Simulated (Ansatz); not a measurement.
BiTe under changes of volume

One of the cells (33.855 Å³/atom); the others are scaled copies at fixed shape and fractional positions:

```
Bi Te
1.0
     0.00000    3.23500    3.23500
     3.23500    0.00000    3.23500
     3.23500    3.23500    0.00000
Bi Te
1 1
Cartesian
  0.0000 0.0000 0.0000
  3.2350 3.2350 3.2350
```

| Quantity | Value |
| --- | --- |
| Program | Ansatz 0.2.0 |
| Functional | HSE06 |
| Potentials or basis | Ansatz PAW |
| Cutoff | 420 eV (not typed: the program's choice for these potentials) |
| k mesh | 4 × 4 × 4 |
| Occupations | fermi-dirac, width 0.05 eV |
| Spin | no spin polarisation |

```csv
volume (Å³/atom),energy over the lowest point (meV/atom),pressure (GPa)
31.824,6.87,2.2
32.501,0.77,0.9
33.178,0.00,-0.3
33.855,?,?
34.532,11.92,-2.2
35.209,23.39,-2.9
35.886,37.76,-3.6
```

Task: What does the run at 33.855 Å³/atom give?

Result: Energy over the lowest point 3.93 meV/atom; pressure -1.3 GPa.

Worked out: A Birch-Murnaghan fit of order 3 (a polynomial in V^(-2/3)) to the other rows has its minimum at 32.93 Å³/atom with B0 = V·E''(V) = 57 GPa and B' = 6.1. It gives 3.96 meV/atom at 33.855 Å³/atom, against the run's 3.93, and -dE/dV = -1.4 GPa, against -1.3.

Energies are extrapolated to zero smearing.

Caveats: all runs use coarse meshes; the PAW data sets come from PBE, with cores solved anew for the run's functional, which leaves a small shift of forces and pressure; the thresholds are loose for stress.
